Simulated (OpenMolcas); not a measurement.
# r2SCAN50/ANO-XS-VDZ (DKH2, Cholesky decomposition, C-PCM dichloroethane) run of B2H4F2 (diborane 1,2-di F), part 1 of 2

Aim: the energy difference between two shapes of B2H4F2 (diborane 1,2-di F) at r2SCAN50/ANO-XS-VDZ (DKH2, Cholesky decomposition, C-PCM dichloroethane), from 2 runs. 

Program for the calculation: OpenMolcas 26.06.

4 further runs of the same task are left out: 4 set aside as unsound or not needed.

## (1) Starting point

B2H4F2: 8 atoms, total charge 0, spin state singlet. Geometry: relaxed at GFN2-xTB.

Bond lengths: B1–F2 1.333 Å, B1–B5 1.872 Å, B5–F6 1.333 Å, B1–H3 1.173 Å, H4–B5 1.343 Å, B5–H7 1.173 Å, B1–H8 1.343 Å. Some angles: F2–B1–B5 120.6°, B1–B5–F6 120.6°, F2–B1–H3 117.5°, F2–B1–H8 111.4°, B5–B1–H8 46.7°, H3–B1–B5 121.9°, B1–B5–H4 46.7°, B1–B5–H7 121.9°, F6–B5–H7 117.5°, H4–B5–F6 111.4°.

## (2) A single-point energy at r2SCAN50/ANO-XS-VDZ (DKH2, Cholesky decomposition, C-PCM dichloroethane)

Input file test.input:

```
&GATEWAY
BasisSet
B.ANO-XS-VDZ....
B1 0.900280 0.135600 0.220540 angstrom
B5 -0.901660 -0.069840 -0.243330 angstrom
End of Basis
BasisSet
F.ANO-XS-VDZ....
F2 1.577350 -0.870490 0.774860 angstrom
F6 -1.523610 -1.233090 -0.048610 angstrom
End of Basis
BasisSet
H.ANO-XS-VDZ....
H3 1.468510 1.149340 0.064650 angstrom
H4 -0.279410 0.344870 0.872020 angstrom
H7 -1.518140 0.797180 -0.736440 angstrom
H8 0.276680 -0.253560 -0.903690 angstrom
End of Basis
RF-Input
PCM-Model
Solvent=dichloroethane
Conductor
End of RF-Input
&SEWARD
High
Relativistic = R02E00
&SCF
KSDFT = HYB_MGGA_XC_R2SCAN50
PrOrbitals = 1 1
```

On the command line:

```
$ export MOLCAS_MEM=1860
$ pymolcas test.input > test.log
```

What it wrote:

```text
--- Start Module: gateway ---

                                              &GATEWAY

                       available to each process: 1.9 GB of memory, 1 thread

++    Symmetry information:
      ---------------------

                    Character Table for C1

                             E
                    a        1  x, y, xy, Rz, z, xz, Ry, yz, Rx, I
--

++    Basis set information:
      ----------------------

      Basis set label: B.ANO-XS...3S2P.

      Electronic valence basis set:
      ------------------
      Associated Effective Charge   5.000000 au
      Associated Actual Charge      5.000000 au
      Nuclear Model: Finite nucleus - Gaussian distribution
        Gaussian exponent, Xi/bohr**(-2):  7.11787E+08

      Shell  nPrim  nBasis  Cartesian Spherical Contaminant
         s       8       3        X
         p       4       2        X

      Basis set label: F.ANO-XS...3S2P.

      Electronic valence basis set:
      ------------------
      Associated Effective Charge   9.000000 au
      Associated Actual Charge      9.000000 au
      Nuclear Model: Finite nucleus - Gaussian distribution
        Gaussian exponent, Xi/bohr**(-2):  5.35469E+08

      Shell  nPrim  nBasis  Cartesian Spherical Contaminant
         s       8       3        X
         p       4       2        X

      Basis set label: H.ANO-XS...2S.

      Electronic valence basis set:
      ------------------
      Associated Effective Charge   1.000000 au
      Associated Actual Charge      1.000000 au
      Nuclear Model: Finite nucleus - Gaussian distribution
        Gaussian exponent, Xi/bohr**(-2):  2.12482E+09

      Shell  nPrim  nBasis  Cartesian Spherical Contaminant
         s       4       2        X
--

++    Molecular structure info:
      -------------------------

                    ************************************************
                    **** Cartesian Coordinates / bohr, angstrom ****
                    ************************************************

     Center  Label                x              y              z                     x              y              z
        1      B1               1.701283       0.256247       0.416760              0.900280       0.135600       0.220540
        2      B5              -1.703890      -0.131978      -0.459827             -0.901660      -0.069840      -0.243330
        3      F2               2.980760      -1.644988       1.464273              1.577350      -0.870490       0.774860
        4      F6              -2.879206      -2.330202      -0.091860             -1.523610      -1.233090      -0.048610
        5      H3               2.775082       2.171938       0.122171              1.468510       1.149340       0.064650
        6      H4              -0.528008       0.651710       1.647879             -0.279410       0.344870       0.872020
        7      H7              -2.868869       1.506452      -1.391670             -1.518140       0.797180      -0.736440
        8      H8               0.522849      -0.479159      -1.707727              0.276680      -0.253560      -0.903690

                    ***************************************
                    *    InterNuclear Distances / bohr    *
                    ***************************************

               1 B1            2 B5            3 F2            4 F6            5 H3            6 H4
    1 B1       0.000000
    2 B5       3.537560        0.000000
    3 F2       2.519730        5.285575        0.000000
    4 F6       5.284817        2.519713        6.101660        0.000000
    5 H3       2.215784        5.070300        4.051230        7.230909        0.000000
    6 H4       2.577166        2.537576        4.197616        4.176915        3.943258        0.000000
    7 H7       5.071461        2.215843        7.232298        4.050868        5.881221        3.930530
    8 H8       2.538301        2.576074        4.178763        4.196590        3.930571        3.693678

               7 H7            8 H8
    7 H7       0.000000
    8 H8       3.942879        0.000000

                    *******************************************
                    *    InterNuclear Distances / angstrom    *
                    *******************************************

               1 B1            2 B5            3 F2            4 F6            5 H3            6 H4
    1 B1       0.000000
    2 B5       1.871996        0.000000
    3 F2       1.333383        2.797006        0.000000
    4 F6       2.796605        1.333375        3.228860        0.000000
    5 H3       1.172542        2.683087        2.143818        3.826432        0.000000
    6 H4       1.363777        1.342827        2.221283        2.210328        2.086682        0.000000
    7 H7       2.683702        1.172574        3.827167        2.143627        3.112208        2.079947
    8 H8       1.343211        1.363200        2.211306        2.220740        2.079969        1.954610

               7 H7            8 H8
    7 H7       0.000000
    8 H8       2.086482        0.000000

                    **************************************
                    *    Valence Bond Angles / degree    *
                    **************************************
                          Atom centers                 Phi
                      3 F2       1 B1       5 H3       117.49
                      3 F2       1 B1       6 H4       110.88
                      3 F2       1 B1       8 H8       111.41
                      5 H3       1 B1       6 H4       110.49
                      5 H3       1 B1       8 H8       111.36
                      6 H4       1 B1       8 H8        92.45
                      4 F6       2 B5       6 H4       111.36
                      4 F6       2 B5       7 H7       117.47
                      4 F6       2 B5       8 H8       110.88
                      6 H4       2 B5       7 H7       111.38
                      6 H4       2 B5       8 H8        92.49
                      7 H7       2 B5       8 H8       110.51
                      1 B1       6 H4       2 B5        87.52
                      1 B1       8 H8       2 B5        87.52

           ***************************************************************
           *              Valence Dihedral Angles / degree               *
           ***************************************************************
                    Atom centers                       Phi1     Phi2     Theta
           2 B5       6 H4       1 B1       3 F2         87.52   110.88  -112.89
           2 B5       6 H4       1 B1       5 H3         87.52   110.49   115.05
           2 B5       6 H4       1 B1       8 H8         87.52    92.45     1.16
           1 B1       6 H4       2 B5       4 F6         87.52   111.36   112.44
           1 B1       6 H4       2 B5       7 H7         87.52   111.38  -114.32
           1 B1       6 H4       2 B5       8 H8         87.52    92.49    -1.14
           2 B5       8 H8       1 B1       3 F2         87.52   111.41   112.44
           2 B5       8 H8       1 B1       5 H3         87.52   111.36  -114.27
           2 B5       8 H8       1 B1       6 H4         87.52    92.45    -1.14
           1 B1       8 H8       2 B5       4 F6         87.52   110.88  -112.85
           1 B1       8 H8       2 B5       6 H4         87.52    92.49     1.16
           1 B1       8 H8       2 B5       7 H7         87.52   110.51   115.10
--

            Nuclear Potential Energy            104.38165337 au

--- Stop Module: gateway /rc=_RC_ALL_IS_WELL_ ---

--- Start Module: seward ---

                                              &SEWARD

                       available to each process: 1.9 GB of memory, 1 thread

               SEWARD will generate:
                  Multipole Moment integrals up to order  2
                  Kinetic Energy integrals
                  Nuclear Attraction integrals (finite nuclei - Gaussian type)
                  One-Electron Hamiltonian integrals
                  Velocity integrals
                  Relativistic Douglas-Kroll-Hess integrals:
                    - Parametrization         : EXP
                    - DKH order of Hamiltonian: 2
                    - DKH order of Properties : 0
                         - multipole moment operators
                         - electric potential operators
                         - contact operators
                  Reaction Field integrals (PCM)
                  Orbital angular momentum around (  0.0281  -1.0972   0.3788 )
                  Velocity quadrupole around (  0.0281  -1.0972   0.3788 )
                  Cholesky decomposed two-electron repulsion integrals
                   - CD Threshold:   1.00E-08

                   Integrals are discarded if absolute value <: 1.00E-40
                   Integral cutoff threshold is set to       <: 1.00E-40

            Nuclear Potential Energy            104.38165337 au

      Basis set specifications :
      Symmetry species         a
      Basis functions           44

--- Stop Module: seward /rc=_RC_ALL_IS_WELL_ ---

--- Start Module: scf ---

                                                &SCF

                       available to each process: 1.9 GB of memory, 1 thread

++    Input section:
      --------------

      Header of the integral files:

      Cartesian coordinates in angstrom:
      -----------------------------------------------------
      No.  Label        X            Y            Z
      -----------------------------------------------------
       1   B1         0.90028000   0.13560000   0.22054000
       2   B5        -0.90166000  -0.06984000  -0.24333000
       3   F2         1.57735000  -0.87049000   0.77486000
       4   F6        -1.52361000  -1.23309000  -0.04861000
       5   H3         1.46851000   1.14934000   0.06465000
       6   H4        -0.27941000   0.34487000   0.87202000
       7   H7        -1.51814000   0.79718000  -0.73644000
       8   H8         0.27668000  -0.25356000  -0.90369000
      -----------------------------------------------------
      Nuclear repulsion energy =  104.38165337
--

++    Orbital specifications:
      -----------------------

      Symmetry species               1
                                     a
      Frozen orbitals                0
      Occupied orbitals             16
      Secondary orbitals            28
      Deleted orbitals               0
      Total number of orbitals      44
      Number of basis functions     44
--

      Molecular charge                           0.000

      Polarizable Continuum Model (PCM) activated
      Solvent: dichloroethane
      Version: Conductor
      Average area for surface element on the cavity boundary: 0.4000 angstrom^2
      Minimum radius for added spheres: 0.2000 angstrom
      Calculation type: equilibrium

      Numerical integration parameters
      --------------------------------
      Radial quadrature type:                         MHL
      Size of radial grid:                            75
      Lebedev angular grid:                           29
      Angular grid pruned with the crowding factor:  3.00E+00
                                 and fading factor:  6.00E+00
      Screening threshold for integral computation:   1.00E-11
      Radial quadrature accuracy:                     1.00E-25
      Maximum batch size:                             128
      AO values are stored on disk
      The same grid will be used for all iterations.

      DFT functional specifications
      -----------------------------
      Using Libxc version: 6.2.2
      Please cite the following reference:
      S. Lehtola, C. Steigemann, M. J.T. Oliveira, and M. A.L. Marques.,  SoftwareX 7, 1–5 (2018) doi:10.1016/j.softx.2017.11.002

      * r2SCAN50: r2SCAN hybrid like PBE50 with 50% exact exchange

++    Optimization specifications:
      ----------------------------

      SCF Algorithm: LK-Cholesky
      LK screening threshold:                     4.50E-02
      Local-Exchange (LK) algorithm.
       - the density matrix is decomposed
      The actual AO density is used
      Number of density matrices in core                 5
      Maximum number of NDDO SCF iterations            400
      Maximum number of HF SCF iterations              400
      Threshold for SCF energy change             1.00E-09
      Threshold for density matrix                1.00E-04
      Threshold for Fock matrix                   1.50E-04
      Threshold for linear dependence             1.00E-09
      Threshold at which DIIS is turned on        1.50E-01
      Maximum depth in the DIIS procedure                5
      Maximum depth in the BFGS Hessian update          30
      Threshold at which QNR/C2DIIS is turned on  7.50E-02
      Threshold for Norm(delta) (QNR/C2DIIS)      1.00E-03
      All orbitals punched on: SCFORB
--

      Input vectors read from INPORB
      Orbital file label: *Guess orbitals

++ Convergence information
                                   [...]      iterations: Energy and convergence statistics

Iter     Tot. [...]      One-elec.       Two-elec.     Energy      Max Dij or  Max Fij      DNorm      TNorm      AccCon     Time
         Energy          Energy          Energy        Change      Delta Norm                                                in Sec.
   1  -251.214758686  -382.960055456   120.293791321   0.00E+00    5.23E-01*   1.44E-01*    7.52E+00   4.39E+01   None         1.
   2  -251.491527359  -380.753050775   117.810017967  -2.77E-01*   2.96E-01*   1.55E-01*    8.15E+00   4.35E+01   EDIIS        0.
   3  -251.731558331  -386.980106796   123.797043015  -2.40E-01*   9.55E-02*   8.20E-02*    7.74E+00   4.45E+01   EDIIS        0.
   4  -251.782753911  -382.516410560   119.282151199  -5.12E-02*   1.52E-02*   2.99E-02*    7.93E+00   4.37E+01   c2DIIS       0.
   5  -251.809077141  -384.333463417   121.072880827  -2.63E-02*   3.49E-03*   1.09E-03*    7.84E+00   4.41E+01   QNRc2DIIS    0.
   6  -251.809097705  -384.281845085   121.021241931  -2.06E-05*   1.29E-03*   5.38E-04*    7.84E+00   4.40E+01   QNRc2DIIS    0.
   7  -251.809099901  -384.305368735   121.044763384  -2.20E-06*   4.35E-04    1.93E-04*    7.84E+00   4.40E+01   QNRc2DIIS    0.
   8  -251.809100309  -384.302272884   121.041667127  -4.07E-07*   1.08E-04    4.00E-05     7.84E+00   4.40E+01   QNRc2DIIS    0.
   9  -251.809100338  -384.301635227   121.041029441  -2.92E-08*   1.13E-05    3.78E-06     7.84E+00   4.40E+01   QNRc2DIIS    0.
  10  -251.809100338  -384.301636290   121.041030503  -1.72E-10    5.30E-07    1.02E-07     7.84E+00   4.40E+01   QNRc2DIIS    0.

       Convergence after  10 Iterations
--

 *****************************************************************************************************************************
 *                                             SCF/KS-DFT Program, Final results                                             *
 *                                                       Final Results                                                       *
 *****************************************************************************************************************************

::    Total KS-DFT energy                            -251.8091003379
      One-electron energy                            -384.3016362903
      Two-electron energy                             121.0410305033
      Nuclear repulsion energy                         11.4515054491
      Kinetic energy (interpolated)                   252.0532689706
      Virial theorem                                    0.9990312816
      Total spin, S(S+1)                                0.0000000000
      Total spin, S                                     0.0000000000
      Max non-diagonal density matrix element           0.0000003931
      Max non-diagonal Fock matrix element              0.0000000294

      All orbitals with orbital energies smaller than  E(LUMO)+0.5 are printed

++    Molecular orbitals:
      -------------------

      Title: RKS-DFT orbitals

      Molecular orbitals for symmetry species 1: a

          Orbital            1         2         3         4         5         6         7         8         9        10
          Energy          -25.4324  -25.4323   -7.2278   -7.2276   -1.4147   -1.4118   -0.7780   -0.6505   -0.6107   -0.5902
          Occ. No.          2.0000    2.0000    2.0000    2.0000    2.0000    2.0000    2.0000    2.0000    2.0000    2.0000

          Orbital           11        12        13        14        15        16        17        18        19        20
          Energy           -0.5847   -0.5640   -0.5557   -0.4648   -0.4305   -0.4183    0.0342    0.1011    0.1830    0.1985
          Occ. No.          2.0000    2.0000    2.0000    2.0000    2.0000    2.0000    0.0000    0.0000    0.0000    0.0000

          Orbital           21        22        23        24        25        26        27        28        29
          Energy            0.2311    0.2383    0.2754    0.3208    0.3361    0.3600    0.3755    0.5068    0.5296
          Occ. No.          0.0000    0.0000    0.0000    0.0000    0.0000    0.0000    0.0000    0.0000    0.0000

--

++    Molecular charges:
      ------------------

      Mulliken charges per centre and basis function type
      ---------------------------------------------------

                B1      B5      F2      F6      H3      H4      H7      H8
      1s       1.9981  1.9981  1.9994  1.9994  0.8737  0.9835  0.8746  0.9827
      2s       1.0058  1.0055  1.9202  1.9202 -0.0116 -0.0324 -0.0117 -0.0324
      2px      0.5695  0.5902  1.8256  1.8389  0.0000  0.0000  0.0000  0.0000
      2pz      0.4747  0.5538  1.8452  1.8952  0.0000  0.0000  0.0000  0.0000
      2py      0.6939  0.5941  1.7438  1.6807  0.0000  0.0000  0.0000  0.0000
      3s       0.0216  0.0216 -0.0043 -0.0043  0.0000  0.0000  0.0000  0.0000
      3px      0.0373  0.0338 -0.0066 -0.0066  0.0000  0.0000  0.0000  0.0000
      3pz      0.0012 -0.0121 -0.0048 -0.0048  0.0000  0.0000  0.0000  0.0000
      3py      0.0744  0.0913 -0.0080 -0.0080  0.0000  0.0000  0.0000  0.0000
      Total    4.8765  4.8762  9.3104  9.3105  0.8621  0.9510  0.8629  0.9503

      N-E      0.1235  0.1238 -0.3104 -0.3105  0.1379  0.0490  0.1371  0.0497

      Total electronic charge=   32.000000

      Total            charge=   -0.000000
--

++    Static properties:
      ------------------

      LoProp Charges per center

                   B1       B5       F2       F6       H3       H4       H7       H8
      Nuclear      5.0000   5.0000   9.0000   9.0000   1.0000   1.0000   1.0000   1.0000
      Electronic  -4.8244  -4.8248  -9.3554  -9.3556  -0.9506  -0.8693  -0.9508  -0.8690

      Total        0.1756   0.1752  -0.3554  -0.3556   0.0494   0.1307   0.0492   0.1310
--

++    Natural Bond Order analysis
      ---------------------------
      Based on LoProp computed density
      -------------------------------------------------------------------------------------
      Atom A       Atom B       Bond Order | Atom A       Atom B       Bond Order
        B1           H3             0.785  |   B5           H7             0.792
      -------------------------------------------------------------------------------------
      NBO located      3.154 electrons involved in    2 bonds.
      NBO located      0.994 non-bonded electrons on atom B1
      NBO located      0.994 non-bonded electrons on atom B5
      NBO located      1.000 non-bonded electrons on atom F2
      NBO located      1.017 non-bonded electrons on atom F2
      NBO located      1.000 non-bonded electrons on atom F6
      NBO located      0.977 non-bonded electrons on atom F6
      The remaining    8.679 electrons are to be considered as diffuse
--

++    Molecular properties:
      ---------------------

      Charge (e):
                      =   -0.0000
      Dipole Moment (debye):
      Origin of the operator (angstrom)=    0.0149   -0.5806    0.2004
                   X= -6.0968E-02               Y=  2.5905E+00               Z= -8.9589E-01           Total=  2.7418E+00
      Quadrupole Moment (debye*angstrom):
      Origin of the operator (angstrom)=    0.0149   -0.5806    0.2004
                  XX= -2.8850E+01              XY= -7.3038E-01              XZ= -1.8259E+00              YY= -2.4557E+01
                  YZ=  5.8327E-01              ZZ= -2.2914E+01
      In traceless form (debye*angstrom)
                  XX= -5.1146E+00              XY= -1.0956E+00              XZ= -2.7388E+00              YY=  1.3250E+00
                  YZ=  8.7491E-01              ZZ=  3.7897E+00
--

--- Stop Module: scf /rc=_RC_ALL_IS_WELL_ ---
--- Module scf spent 5 seconds ---

.##################.
.# Happy landing! #.
.##################.

    Timing: Wall=6.47 User=5.71 System=0.75
```

Wall time 6.9 s (1 thread of Arm Neoverse V1, shared host).

(Continued in part 2 of 2.)
